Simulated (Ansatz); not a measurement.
**AlBH8OSi2: a ladder of functionals and wavefunction methods**

One table from this session's results is given with a row withheld; the runs are named, their logs left out.

Computed with Ansatz 0.2.0, Gaussian basis. Level: functionals in def2-TZVPP, the program's frozen cores in correlated methods.

Levels to be run: PBE-D4, r2SCAN-D4, PBE0-D4, B3LYP-D4, ωB97X-V, ωB97M-V, B2PLYP; CCSD(T)/def2-TZVPP; MP2/def2-QZVPP; extrapolation to the limit.

### The geometry

The geometry comes from an earlier relaxation with PBE0-D4 in a triple-zeta def2 set; it is a stationary point, not always the lowest conformer.

SMILES `O[BH][Al]([SiH3])[SiH3]`, 13 atoms, charge 0, spin multiplicity 1.

Atoms are counted from 1 here; the program's logs count them from 0.

Bond lengths: O1–B2 1.356 Å, O1–H6 0.962 Å, B2–Al3 2.144 Å, B2–H7 1.211 Å, Al3–Si4 2.465 Å, Al3–Si5 2.464 Å, Si4–H8 1.493 Å, Si4–H9 1.491 Å, Si4–H10 1.495 Å, Si5–H11 1.491 Å, Si5–H12 1.493 Å, Si5–H13 1.493 Å. Angles: B2–O1–H6 113.8°, O1–B2–Al3 119.1°, O1–B2–H7 117.9°, Al3–B2–H7 123.0°, B2–Al3–Si4 120.9°, B2–Al3–Si5 123.0°, Si4–Al3–Si5 116.1°, Al3–Si4–H8 112.1°, Al3–Si4–H9 113.9°, Al3–Si4–H10 109.6°, H8–Si4–H9 107.3°, H8–Si4–H10 106.6°, H9–Si4–H10 106.9°, Al3–Si5–H11 114.7°, Al3–Si5–H12 110.3°, Al3–Si5–H13 110.5°, H11–Si5–H12 107.2°, H11–Si5–H13 107.1° and more.

Set-up of the first run:

Input file in.yaml:

```yaml
crystal:
  periodic: [false, false, false]
  atoms:
    - {symbol: O, position_ang: [-1.692305, 1.912661, -1.707715]}
    - {symbol: B, position_ang: [-0.404909, 1.528144, -1.522729]}
    - {symbol: Al, position_ang: [0.032607, 0.021377, -0.062161]}
    - {symbol: Si, position_ang: [0.597085, 0.635085, 2.257710]}
    - {symbol: Si, position_ang: [0.132418, -2.380448, -0.601408]}
    - {symbol: H, position_ang: [-1.802888, 2.590701, -2.381738]}
    - {symbol: H, position_ang: [0.447748, 2.058416, -2.199999]}
    - {symbol: H, position_ang: [-0.359230, 1.632649, 2.822548]}
    - {symbol: H, position_ang: [0.637544, -0.522658, 3.196630]}
    - {symbol: H, position_ang: [1.948949, 1.272309, 2.293263]}
    - {symbol: H, position_ang: [-0.163244, -2.711735, -2.025047]}
    - {symbol: H, position_ang: [-0.839688, -3.140777, 0.239196]}
    - {symbol: H, position_ang: [1.486413, -2.930426, -0.293750]}
basis:
  gaussian: {orbitals: def2-TZVPP}
hamiltonian: {xc: pbe, dispersion: d4}
output: {forces: true, orbitals: {seedname: orbitals}}
```

Run with:

```
ansatz run in.yaml --threads 4 --pin off --events-out ev --progress --plain --max-ram 10444MiB
```

Steps of the session up to this table: PBE-D4 (GGA); r2SCAN-D4 (meta-GGA); PBE0-D4 (hybrid); B3LYP-D4 (hybrid); ωB97X-V (range-separated); ωB97M-V (range-separated); B2PLYP (double hybrid); CCSD(T) in def2-TZVPP; MP2 in def2-QZVPP.

One table of the session follows, with a row left open; its other results are not shown here.

| method | atomisation energy (kJ/mol) |
| --- | --- |
| PBE-D4 | 3986.3 |
| r2SCAN-D4 | 4003.3 |
| PBE0-D4 | 3955.4 |
| B3LYP-D4 | 3983.7 |
| ωB97X-V | 4019.0 |
| ωB97M-V | 3986.2 |
| B2PLYP | ? |
| HF/def2-TZVPP | 3011.5 |
| MP2/def2-TZVPP | 3887.3 |
| CCSD/def2-TZVPP | 3846.2 |
| CCSD(T)/def2-TZVPP | 3889.5 |
| MP2/CBS | 3986.3 |
| CCSD(T)/CBS | 3988.6 |

Estimate the missing values for B2PLYP.

The run gave: atomisation energy (kJ/mol): 3929.6. In the column «atomisation energy (kJ/mol)» it lies between CCSD(T)/def2-TZVPP (3889.5) and PBE0-D4 (3955.4).

Limits of these values: Free atoms (1 O, 1 B, 1 Al, 2 Si, 8 H) were run apart at each level; the atomisation energy is their sum less the molecule, without zero-point or spin-orbit terms.
